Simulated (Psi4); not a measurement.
**SbCl2 (SMILES [Cl][Sb][Cl]) at USVWN5/def2-SVPD (core potential)**

Aim: the vertical electron affinity of SbCl2 at USVWN5/def2-SVPD (core potential), from 2 runs. 

The calculation is run with Psi4 1.11.

1 further run of the same task is left out (it didn't finish).

## (1) The system as given

SbCl2 has 3 atoms, charge 0, and is taken as a doublet. As SMILES, `[Cl][Sb][Cl]`. The shape is that of a PBE0-D4/def2-TZVP optimisation.

Bond lengths: Cl1–Sb2 2.337 Å, Sb2–Cl3 2.337 Å. Angles: Cl1–Sb2–Cl3 98.6°.

## (2) Energy and gradient at USVWN5/def2-SVPD (core potential)

Input file input.in:

```
memory 1600 mb

molecule {
  0 2
  Cl
  Sb 1 2.336651
  Cl 2 2.336696 1 98.57713
  symmetry c1
}

set {
  basis                def2-SVPD
  reference            uks
  puream               true
  e_convergence        1e-09
  d_convergence        1e-08
  scf_type             pk
  dft_radial_points    99
  dft_spherical_points 590
  maxiter              200
}

result, w = gradient("scf", dft_functional={"name": "SVWN5", "x_functionals": {"LDA_X": {}}, "c_functionals": {"LDA_C_VWN": {}}}, return_wfn=True)
oeprop(w, "MAYER_INDICES", "DIPOLE", "LOWDIN_CHARGES")
print_variables()
```

Launch:

```console
psi4 input.in input.out -n 1
```

input.out:

```text
[...]
    !!!  WARNING: ECP capability is in beta. Please check occupations closely.  !!!
[...]
  Running in c1 symmetry.
[...]
  Nuclear repulsion =  220.268168412863190
[...]
  Multiplicity = 2
[...]
  Nalpha       = 29
  Nbeta        = 28
[...]
    Number of basis functions: 86
[...]
   @UKS iter   1: -1156.45849943501889   -4.72430e-01   1.13304e-02 ADIIS/DIIS
[...]
   @UKS iter  13: -1157.11487952587140   -2.95586e-12   6.80040e-09 DIIS
[...]
   @S^2 Observed:                7.509959492E-01
[...]
    Orbital Energies [Eh]
    ---------------------
    Alpha Occupied:
       1A   -100.296972     2A   -100.296965     3A     -9.156723
       4A     -9.156711     5A     -7.021050     6A     -7.021038
       7A     -7.014059     8A     -7.014052     9A     -7.013460
      10A     -7.013452    11A     -5.542049    12A     -3.816248
      13A     -3.813598    14A     -3.808773    15A     -1.269262
      16A     -1.266660    17A     -1.262350    18A     -1.260266
      19A     -1.260140    20A     -0.772028    21A     -0.748272
      22A     -0.536137    23A     -0.378402    24A     -0.343658
      25A     -0.329288    26A     -0.304186    27A     -0.298579
      28A     -0.294534    29A     -0.194091
    Alpha Virtual:
[...]
  @UKS Final Energy: -1157.11487952587140
   => Energetics <=
    Nuclear Repulsion Energy =            220.2681684128631900
    One-Electron Energy =               -2128.7593632265488850
    Two-Electron Energy =                 823.8662488976598297
    DFT Exchange-Correlation Energy =     -72.4899336098455791
    Empirical Dispersion Energy =           0.0000000000000000
    VV10 Nonlocal Energy =                  0.0000000000000000
    Total Energy =                      -1157.1148795258714017
[...]
  -Total Gradient:
     Atom            X                  Y                   Z
    ------   -----------------  -----------------  -----------------
       1        0.000148537128    -0.010088797738    -0.000000000001
       2        0.009844826437     0.008483948116     0.000000000010
       3       -0.009941286035     0.001649617875    -0.000000000010
[...]
 Multipole Moments:
 ------------------------------------------------------------------------------------
     Multipole            Electronic (a.u.)      Nuclear  (a.u.)        Total (a.u.)
 ------------------------------------------------------------------------------------
 L = 1.  Multiply by 2.5417464519 to convert [e a0] to [Debye]
 Dipole X            :        -29.3191985           28.6239258           -0.6952727
 Dipole Y            :        -25.2280078           24.6298437           -0.5981641
 Dipole Z            :          0.0000000            0.0000000            0.0000000
 Magnitude           :                                                    0.9171720
[...]
```

It took 9 s on 1 thread of Intel Xeon 6975P-C (Granite Rapids), shared host; peak memory 0.4 GiB.

## (3) The singlet anion: a single-point energy at SVWN5/def2-SVPD (core potential)

Input file input.dat:

```
memory 1.6 GB

molecule {
  -1 1
  Cl     1.98251168     2.47988759     1.33811507
  Sb    -1.54485111     0.83771559    -0.74965435
  Cl    -0.45825859    -3.44005744    -0.61359407
  units au
  symmetry c1
  no_reorient
  no_com
}

set {
  basis def2-SVPD
  puream true
  e_convergence 1e-09
  d_convergence 1e-08
  scf_type pk
  dft_radial_points 99
  dft_spherical_points 590
}

energy('scf', dft_functional={"name": "SVWN5", "x_functionals": {"LDA_X": {}}, "c_functionals": {"LDA_C_VWN": {}}})
```

Launch:

```console
psi4 input.dat output.dat -n 1
```

output.dat:

```text
[...]
    !!!  WARNING: ECP capability is in beta. Please check occupations closely.  !!!
[...]
  Running in c1 symmetry.
[...]
  Nuclear repulsion =  220.268165577487707
[...]
  Multiplicity = 1
[...]
  Nalpha       = 29
  Nbeta        = 29
[...]
    Number of basis functions: 86
[...]
   @RKS iter   1: -1156.42223200798844   -5.33611e-01   1.19942e-02 DIIS/ADIIS
[...]
   @RKS iter  14: -1157.17506632887898    4.54747e-13   1.41775e-09 DIIS
[...]
    Orbital Energies [Eh]
    ---------------------
    Doubly Occupied:
       1A   -100.095118     2A   -100.095113     3A     -8.955389
       4A     -8.955378     5A     -6.819394     6A     -6.819382
       7A     -6.813265     8A     -6.813257     9A     -6.811520
      10A     -6.811515    11A     -5.291565    12A     -3.570192
      13A     -3.567684    14A     -3.548800    15A     -1.026538
      16A     -1.023474    17A     -1.007214    18A     -1.005091
      19A     -1.001668    20A     -0.568741    21A     -0.548978
      22A     -0.307257    23A     -0.175637    24A     -0.140673
      25A     -0.125428    26A     -0.107452    27A     -0.104248
      28A     -0.095332    29A      0.044825
[...]
  @RKS Final Energy: -1157.17506632887898
   => Energetics <=
    Nuclear Repulsion Energy =            220.2681655774877072
    One-Electron Energy =               -2141.1120939928587177
    Two-Electron Energy =                 836.4133188363565523
    DFT Exchange-Correlation Energy =     -72.7444567498646393
    Empirical Dispersion Energy =           0.0000000000000000
    VV10 Nonlocal Energy =                  0.0000000000000000
    Total Energy =                      -1157.1750663288789838
[...]
 Multipole Moments:
 ------------------------------------------------------------------------------------
     Multipole            Electronic (a.u.)      Nuclear  (a.u.)        Total (a.u.)
 ------------------------------------------------------------------------------------
 L = 1.  Multiply by 2.5417464519 to convert [e a0] to [Debye]
 Dipole X            :          9.7677849           -9.6192730            0.1485119
 Dipole Y            :         -2.9845798            2.9445711           -0.0400086
 Dipole Z            :          5.0018500           -4.9251930            0.0766570
 Magnitude           :                                                    0.1718510
[...]
```

Run time: 5.1 s. Hardware: 1 thread of Intel Xeon 6975P-C (Granite Rapids), shared host; peak memory 0.4 GiB.

## (4) Outcome

Level: USVWN5/def2-SVPD (core potential).

```
                                                            quantity           value
                                         doublet SbCl2: total energy  -1157.11488 Eh
                                        doublet SbCl2: dipole moment          2.33 D
                   doublet SbCl2: HOMO energy (highest over α and β)        -5.28 eV
                    doublet SbCl2: LUMO energy (lowest over α and β)        -4.52 eV
                                                 doublet SbCl2: ⟨S²⟩           0.751
                             doublet SbCl2: largest force on an atom      0.668 eV/Å
                                         singlet anion: total energy  -1157.17507 Eh
                                          singlet anion: HOMO energy         1.22 eV
                                          singlet anion: LUMO energy         2.65 eV
singlet anion: HOMO–LUMO gap (to an unbound level, set by the basis)         1.43 eV
                   vertical electron affinity (to the singlet anion)        1.638 eV
```

In words: At fixed nuclei the extra electron is bound by 1.64 eV (38 kcal/mol). The largest force (doublet SbCl2) is 0.67 eV/Å: the shape isn't a stationary point for this species at this level. The HOMO (singlet anion) lies at positive energy, 1.22 eV, as semi-local functionals often give for anions; only total energies tell whether the electron is bound.
